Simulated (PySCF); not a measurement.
# NdP10 (Nd(P5)2+): the cost of one run

Program: PySCF 2.14.0. Level of theory: r2SCAN, Nd lcecp-1-SVP with ECP49, P def2-SVP; scalar-relativistic core potentials, no spin–orbit coupling. These are calculated values, not measurements.

4 further runs of the same task are left out: 2 for a known fault of the program, 1 that didn't finish, 1 set aside as unsound or not needed.

## 1. The starting structure

11 atoms, charge 1, spin multiplicity 1.

Bond lengths: Nd1–P2 2.963 Å, Nd1–P3 2.963 Å, Nd1–P4 2.963 Å, Nd1–P5 2.963 Å, Nd1–P6 2.963 Å, Nd1–P7 2.963 Å, Nd1–P8 2.963 Å, Nd1–P9 2.963 Å, Nd1–P10 2.963 Å, Nd1–P11 2.963 Å, P2–P3 2.116 Å, P2–P6 2.116 Å, P3–P4 2.116 Å, P4–P5 2.116 Å, P5–P6 2.116 Å, P7–P8 2.116 Å, P7–P11 2.116 Å, P8–P9 2.116 Å and more. Angles: P2–Nd1–P3 41.8°, P2–Nd1–P4 70.6°, P2–Nd1–P5 70.6°, P2–Nd1–P6 41.8°, P2–Nd1–P7 180.0°, P2–Nd1–P8 138.2°, P2–Nd1–P9 109.4°, P2–Nd1–P10 109.4°, P2–Nd1–P11 138.2°, P3–Nd1–P4 41.8°, P3–Nd1–P5 70.6°, P3–Nd1–P6 70.6°, P3–Nd1–P7 138.2°, P3–Nd1–P8 109.4°, P3–Nd1–P9 109.4°, P3–Nd1–P10 138.2°, P3–Nd1–P11 180.0°, P4–Nd1–P5 41.8° and more.

Coordinates:

```xyz
11
charge 1, multiplicity 1
Nd    0.0000    0.0000    0.0000
P     0.0000    1.8000    2.3530
P    -1.7119    0.5562    2.3530
P    -1.0580   -1.4562    2.3530
P     1.0580   -1.4562    2.3530
P     1.7119    0.5562    2.3530
P     0.0000   -1.8000   -2.3530
P    -1.7119   -0.5562   -2.3530
P    -1.0580    1.4562   -2.3530
P     1.0580    1.4562   -2.3530
P     1.7119   -0.5562   -2.3530
```

Formal oxidation states: Nd +3. Each metal's 3 4f electrons lie in its core potential, so multiplicities, spins and levels count the valence alone.

## 2. SCF at the start, singlet

run.py (the lines that set the calculation)

```python
mol = gto.M(atom='''
Nd     0.00000     0.00000     0.00000
P      0.00000     1.80000     2.35300
P     -1.71190     0.55620     2.35300
P     -1.05800    -1.45620     2.35300
P      1.05800    -1.45620     2.35300
P      1.71190     0.55620     2.35300
P      0.00000    -1.80000    -2.35300
P     -1.71190    -0.55620    -2.35300
P     -1.05800     1.45620    -2.35300
P      1.05800     1.45620    -2.35300
P      1.71190    -0.55620    -2.35300''',
    basis={'Nd': 'lcecp-1-SVP', 'P': 'def2-SVP'},
    ecp={'Nd': 'lcecp-1-SVP'},
    charge=1, spin=0)
mf = dft.RKS(mol, xc='R2SCAN')
mf.grids.atom_grid = (50, 194)  # f atoms: unpruned, at least (60, 302)
mf = mf.density_fit()  # fitting sets: Nd AutoAux, P def2-universal-JKFIT
mf.conv_tol = 1e-08; mf.max_cycle = 55
mf.kernel(dm0)  # dm0: free metal ions and neutral atoms
```

Command:

```console
$ OMP_NUM_THREADS=4 python run.py
```

Q: Estimate wall time and peak memory on 4 threads of Arm Neoverse V1, shared host.

About 15 s, with a peak of 1.1 GiB.
